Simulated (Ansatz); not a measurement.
Write a Python script for Ansatz 0.2.0, Python API that makes a ranking of polymorphs by energy of 2 structures of CuPd. Settings (first run): PBEsol, PAW, cutoff 520 eV, 9×9×9 k-points, Fermi-Dirac smearing of 0.1 eV.

`polymorphs_cupd.py`:
```python
# -*- coding: utf-8 -*-
"""Polymorphs of CuPd, after relaxing cells and atoms."""

import csv
import warnings

import ansatz
import numpy as np
import spglib

FUNCTIONAL = "PBEsol"
CUTOFF_EV = 520
KSPACING = 0.33
SMEARING = "fermi_dirac"
SMEARING_WIDTH = 0.1

PHASES = {
    "R-3m": (
        [[1.3545766, 0.78206517, 4.2189548], [-1.3545766, 0.78206517, 4.2189548], [0.0, -1.56413033, 4.2189548]],
        [
            ("Cu", [0.0, 0.0, 0.0]),
            ("Pd", [0.5, 0.5, 0.5]),
        ],
    ),
    "Cmmm": (
        [[1.517327, -2.19697, 0.0], [1.517327, 2.19697, 0.0], [0.0, 0.0, 4.187999]],
        [
            ("Cu", [0.0, 0.0, 0.0]),
            ("Pd", [0.5, 0.5, 0.5]),
        ],
    ),
}


def build(vectors, sites):
    crystal = ansatz.Crystal(lattice=ansatz.Lattice.of(vectors))
    for symbol, position in sites:
        crystal = crystal.atom(symbol, position)
    return crystal


def solve(name, crystal):
    calc = (
        crystal.calculation()
        .functional(FUNCTIONAL)
        .basis(CUTOFF_EV)  # plane waves up to this kinetic energy
        .kpoints(spacing=KSPACING)
        .occupations(SMEARING, width=SMEARING_WIDTH)  # the run then minimises F = E - TS
        .stress()  # GPa
        .band_table()
    )
    calc = calc.relax(force_tolerance=0.02, cell=True)
    return calc.run()


def space_group(outcome):
    sites = outcome.report["lattice"]["sites"]
    kinds = sorted({site["symbol"] for site in sites})
    cell = (outcome.lattice.cell_ang, [site["position_frac"] for site in sites], [kinds.index(site["symbol"]) for site in sites])
    return spglib.get_spacegroup(cell, symprec=0.01)


def pressure_gpa(outcome):
    return float(np.trace(outcome.report["stress_gpa"]) / 3)


def main():
    warnings.simplefilter("ignore", ansatz.DeckWarning)

    phases = {name: build(*cell) for name, cell in PHASES.items()}

    done = {}
    for name, crystal in phases.items():
        try:
            done[name] = solve(name, crystal)
        except ansatz.NonConvergedError as error:
            print(name, "did not converge:", str(error)[:120])

    energy = {name: o.report["energy_sigma0_ev"] / len(o.lattice.sites) for name, o in done.items()}
    lowest = min(energy.values())
    rows = [(name, len(o.lattice.sites), 1000 * (energy[name] - lowest), space_group(o), pressure_gpa(o)) for name, o in done.items()]
    rows.sort(key=lambda row: row[2])
    with open("polymorphs.csv", "w", newline="") as handle:
        writer = csv.writer(handle)
        writer.writerow(["phase", "atoms", "dE (meV/atom)", "space group", "P (GPa)"])
        writer.writerows([round(v, 4) if isinstance(v, float) else v for v in row] for row in rows)
    print(open("polymorphs.csv").read())


if __name__ == "__main__":
    main()
```

```console
$ python polymorphs_cupd.py
phase,atoms,dE (meV/atom),space group,P (GPa)
R-3m,2,0.0,R-3m (166),-0.0089
Cmmm,2,82.9661,Cmmm (65),-0.0008
```

By space group at the end of each run: R-3m (+0 meV an atom, 13.1 Å³) and Cmmm (+83 meV an atom, 13.3 Å³).

What to keep in mind:
- For the metals among these phases the mesh is modest: differences between phases can be off by up to 40 meV an atom.
- Pressure is positive in compression.
- The cells come from databases of deposited and of computed structures, and not all need be stable phases.
- The ranking holds among these structures alone, at zero temperature; the ground state may be another structure. Differences under about 40 meV an atom lie within the error of mesh and functional.
- Timing: 33 s on 1 thread of AMD EPYC 7B13 (Zen 3), with other jobs on the host, peak memory 0.5 GiB.

(A comment or docstring line of the script was reworded after the run, the code is as it ran; lines on the test bed's own set-up are left out of the output.)
